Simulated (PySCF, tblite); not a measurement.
# C3H4NO2S−: a rotation path, then NMR shifts on frames, part 2 of 2

tblite 0.8.0 and PySCF 2.14.0. Atoms count from 0.

### Step 5. Shielding tensors: image 5, PBE0/pcSseg-1

Job settings and geometry (Å):

```
{"job": {"kind": "nmr", "xc": "PBE0", "basis": "pcSseg-1", "pop": false}, "charge": -1, "multiplicity": 1}
C     -1.251200    -0.083100    -0.613800
C      0.188000     0.290600    -0.299100
C      0.323100     1.478000     0.431000
N      0.432100     2.437600     1.063300
S      0.920400    -1.333100     0.731000
O      1.339400    -0.817500     2.045200
O      2.063800    -1.692700    -0.138800
H     -1.305100    -1.143700    -0.861400
H     -1.886100     0.100600     0.252600
H     -1.649200     0.490300    -1.456200
H      0.830200     0.275600    -1.179700
```

Level: GIAO PBE0/pcSseg-1 NMR shielding, non-relativistic, gas phase.

Output:

```text
coarse grid: 10600 points
cycle   1  E = -719.2230952891  dE =  1.273e+00  |g| = 1.188e+00  |ddm| = 3.476e+00
cycle   2  E = -718.3291907117  dE =  8.939e-01  |g| = 2.413e+00  |ddm| = 4.092e+00
cycle   3  E = -719.4803032063  dE = -1.151e+00  |g| = 2.627e-01  |ddm| = 3.151e+00
cycle   4  E = -719.4921097110  dE = -1.181e-02  |g| = 1.611e-01  |ddm| = 3.959e-01
cycle   5  E = -719.4970899554  dE = -4.980e-03  |g| = 6.603e-02  |ddm| = 1.571e-01
cycle   6  E = -719.4979733858  dE = -8.834e-04  |g| = 1.272e-02  |ddm| = 5.970e-02
cycle   7  E = -719.4980090260  dE = -3.564e-05  |g| = 3.756e-03  |ddm| = 1.683e-02
cycle   8  E = -719.4980118656  dE = -2.840e-06  |g| = 1.352e-03  |ddm| = 5.060e-03
final grid: 100272 points
cycle   9  E = -719.5618976510  dE = -1.234e-05  |g| = 1.103e-02  |ddm| = 2.521e-02
cycle  10  E = -719.5618433348  dE =  5.432e-05  |g| = 1.945e-02  |ddm| = 3.348e-02
cycle  11  E = -719.5619225218  dE = -7.919e-05  |g| = 2.127e-03  |ddm| = 2.266e-02
cycle  12  E = -719.5619233804  dE = -8.586e-07  |g| = 5.799e-04  |ddm| = 2.127e-03
cycle  13  E = -719.5619234413  dE = -6.087e-08  |g| = 2.403e-04  |ddm| = 6.037e-04
cycle  14  E = -719.5619234535  dE = -1.223e-08  |g| = 4.880e-05  |ddm| = 2.400e-04
cycle  15  E = -719.5619234540  dE = -4.538e-10  |g| = 2.377e-05  |ddm| = 6.349e-05
converged SCF energy = -719.5619234540

GIAO shielding tensors (ppm)
atom      isotropic    diamagn.    paramagn.     s11        s22        s33       span
  0 C      169.095     246.073     -76.978    158.979    164.513    183.794     24.815
  1 C      133.906     254.545    -120.639     93.229    134.764    173.724     80.495
  2 C       55.163     259.048    -203.885    -64.862    -53.714    284.064    348.926
  3 N      -27.395     343.918    -371.314   -177.878   -149.465    245.157    423.034
  4 S      -80.722    1048.529   -1129.251   -322.305     -5.015     85.153    407.459
  5 O       21.268     400.122    -378.854   -111.043     22.011    152.835    263.878
  6 O       17.474     401.327    -383.854    -96.875      1.182    148.115    244.990
  7 H       30.419      29.602       0.817     26.817     28.601     35.839      9.022
  8 H       30.936      29.920       1.016     27.295     29.317     36.195      8.900
  9 H       30.325      29.395       0.930     25.966     28.396     36.612     10.646
 10 H       30.491      32.774      -2.283     27.607     30.332     33.534      5.927
```

Wall time 34 s (1 thread of Intel Xeon at 2.50GHz, shared host); peak memory 0.73 GiB.

Key values: δ C2 131.8, C1 53.0, C0 17.8, N3 295.1, H9 1.39, H7 1.30 ppm.

### Step 6. Shielding tensors: image 6, PBE0/pcSseg-1

Job settings and geometry (Å):

```
{"job": {"kind": "nmr", "xc": "PBE0", "basis": "pcSseg-1", "pop": false}, "charge": -1, "multiplicity": 1}
C     -1.271400    -0.080700    -0.581500
C      0.186400     0.274000    -0.342000
C      0.380000     1.458100     0.380500
N      0.541000     2.413800     1.007300
S      0.962500    -1.354200     0.642200
O      1.059000    -0.953500     2.056400
O      2.279600    -1.473200    -0.022200
H     -1.351900    -1.140300    -0.827800
H     -1.856900     0.108100     0.317500
H     -1.705300     0.499700    -1.401400
H      0.782500     0.251000    -1.254900
```

With the program's defaults for keys left out, this is: GIAO PBE0/pcSseg-1 NMR shielding, non-relativistic, gas phase.

Output:

```text
coarse grid: 10600 points
cycle   1  E = -719.2230077551  dE =  1.275e+00  |g| = 1.189e+00  |ddm| = 3.482e+00
cycle   2  E = -718.3254091367  dE =  8.976e-01  |g| = 2.417e+00  |ddm| = 4.079e+00
cycle   3  E = -719.4807087426  dE = -1.155e+00  |g| = 2.629e-01  |ddm| = 3.143e+00
cycle   4  E = -719.4924029303  dE = -1.169e-02  |g| = 1.630e-01  |ddm| = 3.977e-01
cycle   5  E = -719.4975339000  dE = -5.131e-03  |g| = 6.546e-02  |ddm| = 1.580e-01
cycle   6  E = -719.4984012528  dE = -8.674e-04  |g| = 1.245e-02  |ddm| = 5.872e-02
cycle   7  E = -719.4984354546  dE = -3.420e-05  |g| = 3.680e-03  |ddm| = 1.647e-02
cycle   8  E = -719.4984382402  dE = -2.786e-06  |g| = 1.257e-03  |ddm| = 4.993e-03
final grid: 100272 points
cycle   9  E = -719.5621108499  dE = -1.294e-05  |g| = 1.080e-02  |ddm| = 2.599e-02
cycle  10  E = -719.5620592715  dE =  5.158e-05  |g| = 1.897e-02  |ddm| = 3.284e-02
cycle  11  E = -719.5621345914  dE = -7.532e-05  |g| = 2.138e-03  |ddm| = 2.222e-02
cycle  12  E = -719.5621354667  dE = -8.753e-07  |g| = 5.864e-04  |ddm| = 2.147e-03
cycle  13  E = -719.5621355294  dE = -6.274e-08  |g| = 2.315e-04  |ddm| = 5.929e-04
cycle  14  E = -719.5621355409  dE = -1.153e-08  |g| = 4.882e-05  |ddm| = 2.350e-04
cycle  15  E = -719.5621355414  dE = -4.711e-10  |g| = 2.296e-05  |ddm| = 6.291e-05
converged SCF energy = -719.5621355414

GIAO shielding tensors (ppm)
atom      isotropic    diamagn.    paramagn.     s11        s22        s33       span
  0 C      169.576     246.239     -76.662    159.023    164.646    185.060     26.037
  1 C      135.643     254.833    -119.190     99.425    134.839    172.664     73.239
  2 C       55.328     258.701    -203.373    -64.464    -52.763    283.212    347.676
  3 N      -27.052     343.883    -370.935   -179.513   -153.281    251.639    431.151
  4 S      -81.125    1048.571   -1129.696   -324.298     -3.382     84.305    408.603
  5 O       35.108     400.743    -365.636    -89.278     32.887    161.714    250.992
  6 O        2.799     401.214    -398.415   -101.588    -26.700    136.685    238.273
  7 H       30.475      29.600       0.875     26.953     28.559     35.914      8.961
  8 H       30.894      30.009       0.885     27.299     29.329     36.055      8.756
  9 H       30.422      29.411       1.012     25.945     28.527     36.794     10.848
 10 H       30.370      32.777      -2.407     27.476     29.910     33.723      6.247
```

Wall time 38 s (1 thread of Intel Xeon at 2.50GHz, shared host); peak memory 0.73 GiB.

Key values: δ C2 131.6, C1 51.3, C0 17.3, N3 294.8, H10 1.35, H9 1.29 ppm.

### Step 7. NMR shieldings: image 8, PBE0/pcSseg-1

Job settings and geometry (Å):

```
{"job": {"kind": "nmr", "xc": "PBE0", "basis": "pcSseg-1", "pop": false}, "charge": -1, "multiplicity": 1}
C     -1.262300    -0.100100    -0.488700
C      0.214300     0.247300    -0.447700
C      0.501200     1.459400     0.195400
N      0.740100     2.448700     0.739200
S      1.041600    -1.348100     0.523100
O      0.466400    -1.244000     1.879300
O      2.489000    -1.057800     0.465300
H     -1.400700    -1.049600    -1.005400
H     -1.628300    -0.210100     0.531000
H     -1.857700     0.665900    -0.994200
H      0.701600     0.191000    -1.423200
```

Level: GIAO PBE0/pcSseg-1 NMR shielding, non-relativistic, gas phase.

Output:

```text
coarse grid: 10600 points
cycle   1  E = -719.2260516766  dE =  1.280e+00  |g| = 1.188e+00  |ddm| = 3.497e+00
cycle   2  E = -718.3185057457  dE =  9.075e-01  |g| = 2.423e+00  |ddm| = 4.175e+00
cycle   3  E = -719.4834714127  dE = -1.165e+00  |g| = 2.615e-01  |ddm| = 3.243e+00
cycle   4  E = -719.4949919505  dE = -1.152e-02  |g| = 1.636e-01  |ddm| = 4.009e-01
cycle   5  E = -719.5002035699  dE = -5.212e-03  |g| = 6.539e-02  |ddm| = 1.580e-01
cycle   6  E = -719.5010670138  dE = -8.634e-04  |g| = 1.234e-02  |ddm| = 5.724e-02
cycle   7  E = -719.5011005838  dE = -3.357e-05  |g| = 3.370e-03  |ddm| = 1.607e-02
cycle   8  E = -719.5011031610  dE = -2.577e-06  |g| = 6.522e-04  |ddm| = 5.139e-03
final grid: 100272 points
cycle   9  E = -719.5644844778  dE = -1.473e-05  |g| = 1.058e-02  |ddm| = 2.657e-02
cycle  10  E = -719.5644372381  dE =  4.724e-05  |g| = 1.822e-02  |ddm| = 3.270e-02
cycle  11  E = -719.5645073980  dE = -7.016e-05  |g| = 2.270e-03  |ddm| = 2.218e-02
cycle  12  E = -719.5645084036  dE = -1.006e-06  |g| = 5.991e-04  |ddm| = 2.190e-03
cycle  13  E = -719.5645084692  dE = -6.557e-08  |g| = 2.297e-04  |ddm| = 5.595e-04
cycle  14  E = -719.5645084808  dE = -1.159e-08  |g| = 4.689e-05  |ddm| = 2.280e-04
cycle  15  E = -719.5645084813  dE = -4.707e-10  |g| = 1.686e-05  |ddm| = 6.107e-05
converged SCF energy = -719.5645084813

GIAO shielding tensors (ppm)
atom      isotropic    diamagn.    paramagn.     s11        s22        s33       span
  0 C      169.153     247.039     -77.886    157.310    165.959    184.190     26.880
  1 C      138.669     255.074    -116.405    117.390    128.787    169.829     52.440
  2 C       54.401     258.474    -204.073    -63.387    -54.964    281.555    344.942
  3 N      -22.769     343.836    -366.604   -182.750   -159.784    274.228    456.978
  4 S      -59.802    1048.734   -1108.536   -263.770     -6.725     91.090    354.860
  5 O       68.969     402.180    -333.211    -60.208     87.804    179.311    239.518
  6 O       30.849     400.849    -370.000    -65.673     13.972    144.249    209.921
  7 H       31.031      30.045       0.986     27.432     28.611     37.050      9.619
  8 H       30.269      30.190       0.079     26.663     29.303     34.841      8.178
  9 H       30.667      29.717       0.950     26.277     28.854     36.870     10.594
 10 H       30.313      32.426      -2.113     26.903     30.549     33.486      6.583
```

It took 35 s on 1 thread of Intel Xeon at 2.50GHz, shared host; peak memory 0.73 GiB.

In short: δ C2 132.5, C1 48.3, C0 17.8, N3 290.5, H8 1.45, H10 1.40 ppm.

### Step 8. Comparing the runs: NMR shifts

Shifts (ppm) of some atoms, chosen among heavy atoms and hydrogens apart, with basis size and wall time:

| frame | C1 | H7 | H10 | N3 | S4 | O6 | O5 | functions | time |
| --- | --- | --- | --- | --- | --- | --- | --- | --- | --- |
| image 0 | 55.9 | 2.34 | 0.41 | 286.3 | 550 | 287.0 | 281.0 | 146 | 50 s |
| image 2 | 54.4 | 1.73 | 0.62 | 286.8 | 571 | 278.2 | 294.2 | 146 | 36 s |
| image 5 | 53.0 | 1.30 | 1.23 | 295.1 | 584 | 318.6 | 314.8 | 146 | 34 s |
| image 6 | 51.3 | 1.24 | 1.35 | 294.8 | 585 | 333.3 | 301.0 | 146 | 38 s |
| image 8 | 48.3 | 0.69 | 1.40 | 290.5 | 564 | 305.2 | 267.1 | 146 | 35 s |

### Step 9. What came out

This closing draws on all 2 parts.

| quantity | value |
| --- | --- |
| barrier | 0.133 eV (3.1 kcal/mol) at image 5 |
| end to end (GFN2-xTB) | 0.098 eV |
| ¹³C shifts against TMS (PBE0/pcSseg-1, image 0) | 135.5, 55.9, 19.0 ppm |
| ¹H shifts against TMS (PBE0/pcSseg-1, image 0) | 2.34, 1.26, 0.52, 0.41 ppm |
| ¹⁵N shifts against NH3 (PBE0/pcSseg-1, image 0) | 286.3 ppm |
| ³³S shifts against CS2 (PBE0/pcSseg-1, image 0) | 550 ppm |
| ¹⁷O shifts against H2O (PBE0/pcSseg-1, image 0) | 287.0, 281.0 ppm |
| range of the shift of O6 | 278.2 to 333.3 ppm |

In words: Along the band the dihedral turns by 138°, and the top (dihedral 246°) lies 3.1 kcal/mol above the start (GFN2-xTB, rough), so at room temperature this motion is fast. The top was not checked by a frequency run. Shifts at one fixed geometry are not the observed spectrum, which averages over the motion. In the first frame run (image 0): Shielding is most anisotropic at N3 (span 429 ppm, paramagnetic term -362 ppm). Across the 5 runs the shift of O6 moves most, between 278.2 (image 2) and 333.3 ppm (image 6).
